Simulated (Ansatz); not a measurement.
# C2H7FSi2: small, medium and large basis sets

Aim: see how fast density functionals converge with the basis set for C2H7FSi2.

The runs use Ansatz 0.2.0, Gaussian basis; one geometry, several basis sets.

Levels to be run: PBE0-D4/def2-SVP; ωB97M-V/def2-SVP; PBE0-D4/def2-QZVPP; ωB97M-V/def2-QZVPP; the functionals' def2-TZVPP values are taken from earlier runs.

### Step 1. Structure used throughout

The geometry comes from an earlier relaxation with PBE0-D4 in a triple-zeta def2 set; it is a stationary point, not always the lowest conformer.

SMILES `F[SiH2]/C=C/[SiH3]`, 12 atoms, charge 0, spin multiplicity 1.

Atoms are counted from 1 here; the program's logs count them from 0.

Bond lengths: F1–Si2 1.602 Å, Si2–C3 1.852 Å, Si2–H6 1.484 Å, Si2–H7 1.484 Å, C3–C4 1.338 Å, C3–H8 1.092 Å, C4–Si5 1.865 Å, C4–H9 1.091 Å, Si5–H10 1.488 Å, Si5–H11 1.486 Å, Si5–H12 1.488 Å. Angles: F1–Si2–C3 108.1°, F1–Si2–H6 108.0°, F1–Si2–H7 108.0°, C3–Si2–H6 111.5°, C3–Si2–H7 111.5°, H6–Si2–H7 109.6°, Si2–C3–C4 123.0°, Si2–C3–H8 118.2°, C4–C3–H8 118.8°, C3–C4–Si5 123.7°, C3–C4–H9 118.1°, Si5–C4–H9 118.3°, C4–Si5–H10 110.5°, C4–Si5–H11 108.7°, C4–Si5–H12 110.5°, H10–Si5–H11 109.6°, H10–Si5–H12 107.9°, H11–Si5–H12 109.6°.

### Step 2. PBE0-D4 in def2-SVP

The input, in.yaml:

```yaml
crystal:
  periodic: [false, false, false]
  atoms:
    - {symbol: F, position_ang: [-1.632329, 2.349084, 0.082421]}
    - {symbol: Si, position_ang: [-0.998433, 1.568724, 1.329248]}
    - {symbol: C, position_ang: [-0.037429, 0.125654, 0.677488]}
    - {symbol: C, position_ang: [0.064944, -0.151710, -0.626974]}
    - {symbol: Si, position_ang: [1.027337, -1.598784, -1.303422]}
    - {symbol: H, position_ang: [-0.125619, 2.515963, 2.067038]}
    - {symbol: H, position_ang: [-2.110625, 1.129895, 2.208938]}
    - {symbol: H, position_ang: [0.466522, -0.524987, 1.394710]}
    - {symbol: H, position_ang: [-0.443173, 0.505916, -1.333336]}
    - {symbol: H, position_ang: [0.134529, -2.500887, -2.079590]}
    - {symbol: H, position_ang: [1.626881, -2.346533, -0.167187]}
    - {symbol: H, position_ang: [2.104395, -1.127533, -2.215133]}
basis:
  gaussian: {orbitals: def2-SVP}
hamiltonian: {xc: pbe0, dispersion: d4}
output: {orbitals: {seedname: orbitals}}
```

Started as:

```
ansatz run in.yaml --threads 4 --pin off --events-out ev --progress --plain --max-ram 10444MiB
```

Further steps of the session: ωB97M-V in def2-SVP; PBE0-D4 in def2-QZVPP; ωB97M-V in def2-QZVPP.

Q: Predict the results of all the runs planned. Wanted: PBE0-D4: double and triple zeta above quadruple; ωB97M-V: double and triple zeta above quadruple.

The runs gave:

| quantity | value |
| --- | --- |
| PBE0-D4: double and triple zeta above quadruple | 12.30, 0.82 eV |
| ωB97M-V: double and triple zeta above quadruple | 12.48, 0.75 eV |

PBE0-D4 gains 11.48 eV from double to triple zeta, then 0.82 eV more. Total energies overstate the basis error of differences, where much of it tends to cancel.
